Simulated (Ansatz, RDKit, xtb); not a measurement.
**Isomers of C3H12GeN2, a sample narrowed down**

A sample of isomers of C3H12GeN2 is drawn. Aim: find which of them has the lowest free energy at 298.15 K, then its properties. The sample is small against all isomers, and the most stable one of this formula need not be in it.

Plan: many cheap relaxations first (GFN2-xTB), then density-functional screening, relaxation at r2SCAN-D4/def2-SVP, vibrations (at GFN2-xTB) and a final energy. The numbers are computed, not measured.

### 1 Candidates

Isomers were taken from a list of plausible structures; this is a sample, not all of them. That gives 12 candidates.

```csv
label,SMILES,spin
c048,CC[NH][GeH2][NH]C,singlet
c127,CCN[N](C)[GeH3],singlet
c434,CC(C)[NH][GeH2][NH2],singlet
c516,CCC[NH][GeH2][NH2],singlet
c595,C[NH][GeH2][N](C)C,singlet
c601,C[CH](C)[GeH]([NH2])[NH2],singlet
c666,C[N]([GeH3])CCN,singlet
c712,C[N](C)[Ge@H]([CH3])[NH2],singlet
c777,C[NH][GeH]([CH3])[NH]C,singlet
c886,CNC[CH2][GeH2][NH2],singlet
c968,CC(C)N[NH][GeH3],singlet
c972,CCCN[NH][GeH3],singlet
```

Candidates are built by distance geometry, with a force field where one applies, in up to four conformers (letters a to d).

**Question.** With final energies at CCSD(T)/def2-SVP + MP2/def2-TZVPP - MP2/def2-SVP, which structure will this search put lowest in free energy, and by what margin?

| quantity | value |
| --- | --- |
| lowest structure found | C[CH](C)[GeH]([NH2])[NH2], singlet |
| next finalist | CC(C)[NH][GeH2][NH2], singlet, 11.4 kcal/mol higher in G |
| share at equilibrium, among the finalists | 100.0 % |

The lowest structure found is `C[CH](C)[GeH]([NH2])[NH2]`. Among the finalists first place is clear (11.4 kcal/mol); structures outside the list aren't covered. HF/STO-3G, r2SCAN-D4/def2-SVP, r2SCAN-D4/def2-SVP, relaxed, HF/def2-SVP and MP2/def2-SVP already put its bonding pattern lowest among the structures in one piece; GFN2-xTB favours the singlet CC(C)[NH][GeH2][NH2]. 30 minima inside the window were never screened. Lowest found is not proven lowest: the search is finite, and each finalist counts with one conformer. Only 12 drawn patterns were tried, so whole families of isomers are missing, and the result ranks this sample alone.
